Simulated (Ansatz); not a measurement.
# SiPH5SeO (SMILES OP[SiH2][SeH]) at 4 levels

We compute a comparison of 4 runs (HF/STO-3G, HF/def2-SVP, B3LYP/6-31G*, r2SCAN/6-31G**) of SiPH5SeO. 

Program for the calculation: Ansatz 0.2.0.

1 further run of the same task is left out (for a known fault of the program).

### Step 1. The system as given

SiPH5SeO has 9 atoms, charge 0, and is taken as a singlet. SMILES: `OP[SiH2][SeH]`. The coordinates come from a PBE0-D4/def2-TZVP relaxation. This is one conformer, not always the lowest.

Bond lengths: O1–P2 1.661 Å, P2–Si3 2.260 Å, Si3–Se4 2.280 Å, O1–H5 0.960 Å, P2–H6 1.426 Å, Si3–H7 1.489 Å, Si3–H8 1.485 Å, Se4–H9 1.470 Å. Some angles: O1–P2–Si3 99.4°, P2–Si3–Se4 109.9°, O1–P2–H6 98.8°, Si3–P2–H6 93.1°, P2–O1–H5 109.3°, P2–Si3–H7 107.3°, P2–Si3–H8 113.4°, Se4–Si3–H7 111.8°, Se4–Si3–H8 104.2°, Si3–Se4–H9 92.9°.

### Step 2. Energy and forces at HF/STO-3G (run 1)

The input, input.yaml:

```yaml
crystal:
  periodic: [false, false, false]
  atoms:
    - {symbol: O, position_ang: [-1.092700, -1.106300, 1.391000]}
    - {symbol: P, position_ang: [-1.087900, -0.841200, -0.249200]}
    - {symbol: Si, position_ang: [0.321000, 0.923600, -0.331800]}
    - {symbol: Se, position_ang: [2.461900, 0.223800, 0.022600]}
    - {symbol: H, position_ang: [-0.950600, -2.040300, 1.562000]}
    - {symbol: H, position_ang: [-2.248200, -0.016600, -0.339400]}
    - {symbol: H, position_ang: [0.160200, 1.557600, -1.669100]}
    - {symbol: H, position_ang: [0.081800, 1.921200, 0.742000]}
    - {symbol: H, position_ang: [2.443100, -0.668300, -1.145000]}
basis:
  gaussian:
    orbitals: STO-3G
magnetization:
  spin_polarized: false
  initial_magnetization: 0
hamiltonian:
  xc: hf
accuracy: high
output: {forces: true, orbitals: {seedname: orbitals}}
```

Started as:

```bash
ansatz run input.yaml --threads 1 --pin off --max-ram 2610MiB --events-out events.jsonl --progress --plain --runs-dir runs
```

What it wrote:

```text
Warning: RAYON_NUM_THREADS=1 ignored (pool sized by the plan → 1); use --threads N
Functional definition: HF
  name "HF"
  exchange = exact_x
  correlation = 0
818 factors; integrals over basis functions are off by at most 5.1e-8 eV
mean field evaluation 1: about -83614.1520 eV, gradient 2.2e1 eV
mean field evaluation 2: about -83614.2517 eV, gradient 2.2e1 eV
mean field evaluation 4: about -83616.3422 eV, gradient 1.1e0 eV
mean field evaluation 8: about -83616.3494 eV, gradient 1.0e-5 eV
mean field -83616.34940379 eV, -3072.8441633920 hartree, gradient 1.2e-8 eV, S^2 0.000000; 0 other end points of the search recorded, 0 dependent functions left out
the calculation of the forces begins
reference -83616.34940379 eV, -3072.8441633920 hartree; 38, 38 occupied and 8, 8 virtual orbitals, 818 factors
Total energy: -83616.34940379 eV, -3072.8441633920 hartree
Atom 0 at    -1.092700    -1.106300     1.391000 Å, force    -0.471582     1.905809     1.437537 eV/Å
Atom 1 at    -1.087900    -0.841200    -0.249200 Å, force    -0.295170     1.220270    -1.800169 eV/Å
Atom 2 at     0.321000     0.923600    -0.331800 Å, force    -0.610015     0.898781     0.160611 eV/Å
Atom 3 at     2.461900     0.223800     0.022600 Å, force    -0.355176    -0.449964    -1.089840 eV/Å
Atom 4 at    -0.950600    -2.040300     1.562000 Å, force     0.248812    -1.713550    -0.066559 eV/Å
Atom 5 at    -2.248200    -0.016600    -0.339400 Å, force     0.869722    -0.757389     0.364913 eV/Å
Atom 6 at     0.160200     1.557600    -1.669100 Å, force     0.318545    -0.610993     1.510649 eV/Å
Atom 7 at     0.081800     1.921200     0.742000 Å, force     0.095428    -0.995673    -1.286855 eV/Å
Atom 8 at     2.443100    -0.668300    -1.145000 Å, force     0.199437     0.502709     0.769714 eV/Å
Dipole moment:    -0.368211    -0.177980    -0.329411 e Å
```

It took 1.8 s on 1 thread of Intel Xeon Platinum 8488C (Sapphire Rapids), shared host.

### Step 3. Energy and gradient at HF/def2-SVP (run 2)

The input, job.yaml:

```yaml
crystal:
  periodic: [false, false, false]
  atoms:
    - {symbol: O, position_ang: [-1.092700, -1.106300, 1.391000]}
    - {symbol: P, position_ang: [-1.087900, -0.841200, -0.249200]}
    - {symbol: Si, position_ang: [0.321000, 0.923600, -0.331800]}
    - {symbol: Se, position_ang: [2.461900, 0.223800, 0.022600]}
    - {symbol: H, position_ang: [-0.950600, -2.040300, 1.562000]}
    - {symbol: H, position_ang: [-2.248200, -0.016600, -0.339400]}
    - {symbol: H, position_ang: [0.160200, 1.557600, -1.669100]}
    - {symbol: H, position_ang: [0.081800, 1.921200, 0.742000]}
    - {symbol: H, position_ang: [2.443100, -0.668300, -1.145000]}
basis:
  gaussian: {orbitals: def2-SVP}
hamiltonian: {xc: hf}
accuracy: high
output: {forces: true, orbitals: {seedname: orbitals}}
```

Started as:

```bash
ansatz run job.yaml --threads 1 --pin off --max-ram 2610MiB --events-out events.jsonl --progress --plain --runs-dir runs
```

What it wrote:

```text
Warning: RAYON_NUM_THREADS=1 ignored (pool sized by the plan → 1); use --threads N
Functional definition: HF
  name "HF"
  exchange = exact_x
  correlation = 0
2209 factors; integrals over basis functions are off by at most 1.9e-8 eV
mean field evaluation 1: about -84536.6384 eV, gradient 3.1e1 eV
mean field evaluation 2: about -84536.7338 eV, gradient 3.1e1 eV
mean field evaluation 4: about -84539.1635 eV, gradient 3.2e0 eV
mean field evaluation 8: about -84539.2123 eV, gradient 1.8e-1 eV
mean field evaluation 16: about -84539.2126 eV, gradient 9.9e-9 eV
mean field -84539.21255159 eV, -3106.7587585345 hartree, gradient 9.9e-9 eV, S^2 0.000000; 0 other end points of the search recorded, 0 dependent functions left out
the calculation of the forces begins
reference -84539.21255159 eV, -3106.7587585345 hartree; 38, 38 occupied and 69, 69 virtual orbitals, 2209 factors
Total energy: -84539.21255159 eV, -3106.7587585345 hartree
Atom 0 at    -1.092700    -1.106300     1.391000 Å, force     0.228315    -1.007469     0.023902 eV/Å
Atom 1 at    -1.087900    -0.841200    -0.249200 Å, force    -0.487052     0.275321     0.031488 eV/Å
Atom 2 at     0.321000     0.923600    -0.331800 Å, force    -0.028193     0.409521     0.063688 eV/Å
Atom 3 at     2.461900     0.223800     0.022600 Å, force     0.193056    -0.273658    -0.308472 eV/Å
Atom 4 at    -0.950600    -2.040300     1.562000 Å, force    -0.139324     0.857184     0.022497 eV/Å
Atom 5 at    -2.248200    -0.016600    -0.339400 Å, force     0.146382    -0.238590    -0.075019 eV/Å
Atom 6 at     0.160200     1.557600    -1.669100 Å, force     0.028401    -0.062793     0.116924 eV/Å
Atom 7 at     0.081800     1.921200     0.742000 Å, force    -0.052854    -0.107979    -0.126765 eV/Å
Atom 8 at     2.443100    -0.668300    -1.145000 Å, force     0.111272     0.148462     0.251757 eV/Å
Dipole moment:    -0.173390    -0.193192    -0.196849 e Å
```

It took 6 s on 1 thread of Intel Xeon Platinum 8488C (Sapphire Rapids), shared host; peak memory 0.39 GiB.

### Step 4. Energy and forces at B3LYP/6-31G(d) (Cartesian functions) (run 3)

The input, run.yaml:

```yaml
crystal:
  periodic: [false, false, false]
  atoms:
    - {symbol: O, position_ang: [-1.092700, -1.106300, 1.391000]}
    - {symbol: P, position_ang: [-1.087900, -0.841200, -0.249200]}
    - {symbol: Si, position_ang: [0.321000, 0.923600, -0.331800]}
    - {symbol: Se, position_ang: [2.461900, 0.223800, 0.022600]}
    - {symbol: H, position_ang: [-0.950600, -2.040300, 1.562000]}
    - {symbol: H, position_ang: [-2.248200, -0.016600, -0.339400]}
    - {symbol: H, position_ang: [0.160200, 1.557600, -1.669100]}
    - {symbol: H, position_ang: [0.081800, 1.921200, 0.742000]}
    - {symbol: H, position_ang: [2.443100, -0.668300, -1.145000]}
basis:
  gaussian:
    orbitals: "6-31G*"
accuracy: high
hamiltonian:
  xc: {name: B3LYP}
output: {forces: true, orbitals: {seedname: orbitals}}
```

Started as:

```bash
ansatz run run.yaml --threads 1 --pin off --max-ram 2610MiB --events-out events.jsonl --progress --plain --runs-dir runs
```

What it wrote:

```text
Warning: RAYON_NUM_THREADS=1 ignored (pool sized by the plan → 1); use --threads N
Functional definition: B3LYP
  name "B3LYP"
  parameter a0 = 0.2
  parameter ax = 0.72
  parameter ac = 0.81
  exchange = (1 - a0 - ax)*slater_x + ax*b88_x + a0*exact_x
  correlation = (1 - ac)*vwn_rpa_c + ac*lyp_c
1998 factors; integrals over basis functions are off by at most 1.3e-8 eV
mean field evaluation 1: about -84634.2960 eV, gradient 4.5e1 eV
mean field evaluation 2: about -84625.6260 eV, gradient 8.1e1 eV
mean field evaluation 4: about -84637.8815 eV, gradient 2.0e0 eV
mean field evaluation 8: about -84638.0547 eV, gradient 2.7e-1 eV
mean field evaluation 16: about -84638.0549 eV, gradient 4.8e-5 eV
mean field -84638.05492466 eV, -3110.3911487470 hartree, gradient 3.9e-8 eV, S^2 0.000000; 0 other end points of the search recorded, 0 dependent functions left out
the calculation of the forces begins
reference -84638.05496692 eV, -3110.3911503000 hartree; 38, 38 occupied and 60, 60 virtual orbitals, 1998 factors
Total energy: -84638.05496692 eV, -3110.3911503000 hartree
Atom 0 at    -1.092700    -1.106300     1.391000 Å, force    -0.050836     0.252996     0.711194 eV/Å
Atom 1 at    -1.087900    -0.841200    -0.249200 Å, force    -0.184144    -0.003380    -0.726222 eV/Å
Atom 2 at     0.321000     0.923600    -0.331800 Å, force    -0.123157     0.184739     0.003771 eV/Å
Atom 3 at     2.461900     0.223800     0.022600 Å, force     0.378791     0.094834     0.264895 eV/Å
Atom 4 at    -0.950600    -2.040300     1.562000 Å, force     0.078173    -0.414634     0.076161 eV/Å
Atom 5 at    -2.248200    -0.016600    -0.339400 Å, force    -0.112957    -0.000305    -0.057570 eV/Å
Atom 6 at     0.160200     1.557600    -1.669100 Å, force    -0.009644     0.039425    -0.037164 eV/Å
Atom 7 at     0.081800     1.921200     0.742000 Å, force    -0.011853     0.035052    -0.003588 eV/Å
Atom 8 at     2.443100    -0.668300    -1.145000 Å, force     0.035628    -0.188728    -0.231476 eV/Å
Dipole moment:    -0.174873    -0.213147    -0.130571 e Å
```

Wall time 13 s (1 thread of Intel Xeon Platinum 8488C (Sapphire Rapids), shared host); peak memory 0.4 GiB.

### Step 5. Energy and forces at r2SCAN/6-31G(d,p) (spherical functions) (run 4)

run.yaml: that of step 4 with these lines changed.

```diff
@@ -14,6 +14,6 @@
   gaussian:
-    orbitals: "6-31G*"
+    orbitals: 6-31G_st__st_-spherical.json
 accuracy: high
 hamiltonian:
-  xc: {name: B3LYP}
+  xc: {name: r2SCAN}
 output: {forces: true, orbitals: {seedname: orbitals}}
```

The basis set 6-31G** is read from a file made from the Basis Set Exchange's data (not shown).

Started as:

```bash
ansatz run run.yaml --threads 1 --pin off --max-ram 2610MiB --events-out events.jsonl --progress --plain --runs-dir runs
```

What it wrote:

```text
Warning: RAYON_NUM_THREADS=1 ignored (pool sized by the plan → 1); use --threads N
Functional definition: r2SCAN
  name "r2SCAN"
  parameter k0 = 0.174
  parameter k1 = 0.065
  parameter a1 = 4.9479
  exchange = r2scan_x(k0 = k0, k1 = k1, a1 = a1)
  correlation = r2scan_c
2312 factors; integrals over basis functions are off by at most 1.6e-8 eV
mean field evaluation 1: about -84629.5322 eV, gradient 4.5e1 eV
mean field evaluation 2: about -84615.6181 eV, gradient 9.4e1 eV
mean field evaluation 4: about -84633.1098 eV, gradient 3.8e0 eV
mean field evaluation 8: about -84633.1477 eV, gradient 5.1e-2 eV
mean field evaluation 16: about -84633.1477 eV, gradient 9.3e-6 eV
mean field -84633.14770937 eV, -3110.2108119116 hartree, gradient 3.1e-8 eV, S^2 0.000000; 0 other end points of the search recorded, 0 dependent functions left out
the calculation of the forces begins
reference -84633.14771013 eV, -3110.2108119395 hartree; 38, 38 occupied and 69, 69 virtual orbitals, 2312 factors
Total energy: -84633.14771013 eV, -3110.2108119395 hartree
Atom 0 at    -1.092700    -1.106300     1.391000 Å, force    -0.020333     0.109907     0.675471 eV/Å
Atom 1 at    -1.087900    -0.841200    -0.249200 Å, force    -0.073138     0.020198    -0.619928 eV/Å
Atom 2 at     0.321000     0.923600    -0.331800 Å, force    -0.027122     0.008479     0.023497 eV/Å
Atom 3 at     2.461900     0.223800     0.022600 Å, force     0.150033    -0.017435     0.031515 eV/Å
Atom 4 at    -0.950600    -2.040300     1.562000 Å, force     0.058249    -0.206560    -0.010748 eV/Å
Atom 5 at    -2.248200    -0.016600    -0.339400 Å, force    -0.075290     0.029195    -0.057866 eV/Å
Atom 6 at     0.160200     1.557600    -1.669100 Å, force    -0.017309     0.035758    -0.048389 eV/Å
Atom 7 at     0.081800     1.921200     0.742000 Å, force    -0.003955     0.029514     0.014865 eV/Å
Atom 8 at     2.443100    -0.668300    -1.145000 Å, force     0.008865    -0.009057    -0.008416 eV/Å
Dipole moment:    -0.180347    -0.213036    -0.113180 e Å
```

Wall time 19 s (1 thread of Intel Xeon Platinum 8488C (Sapphire Rapids), shared host); peak memory 0.38 GiB.

### Step 6. The series

```
run                                 level  Cartesian functions   energy (Eh)  dipole moment (D)  HOMO energy (eV)  LUMO energy (eV)  wall time
  1                             HF/STO-3G                   no  -3072.844163               2.52             -6.61              9.00      1.8 s
  2                           HF/def2-SVP                   no  -3106.758759               1.56             -9.37              3.31        6 s
  3    B3LYP/6-31G* (Cartesian functions)                  yes  -3110.391150               1.47             -6.50             -0.62       13 s
  4  r2SCAN/6-31G** (spherical functions)                   no  -3110.210812               1.45             -5.89             -1.11       19 s
```

### Step 7. Summary of results

```
                       quantity           value
            run 4: total energy  -3110.21081 Eh
           run 4: dipole moment          1.45 D
             run 4: HOMO energy        -5.89 eV
             run 4: LUMO energy        -1.11 eV
           run 4: HOMO–LUMO gap         4.78 eV
run 4: largest force on an atom      0.685 eV/Å
```

In words: The dipole moment (its size) runs from 1.45 D (r2SCAN/6-31G**) to 2.52 D (HF/STO-3G). The two ends differ in method and basis. The HOMO–LUMO gap runs from 4.78 eV (r2SCAN/6-31G**) to 15.61 eV (HF/STO-3G). Totals of different functionals can't be ranked against each other. In run 1 the basis is minimal, so the values are rough. All runs together took 39 s, the longest 19 s.
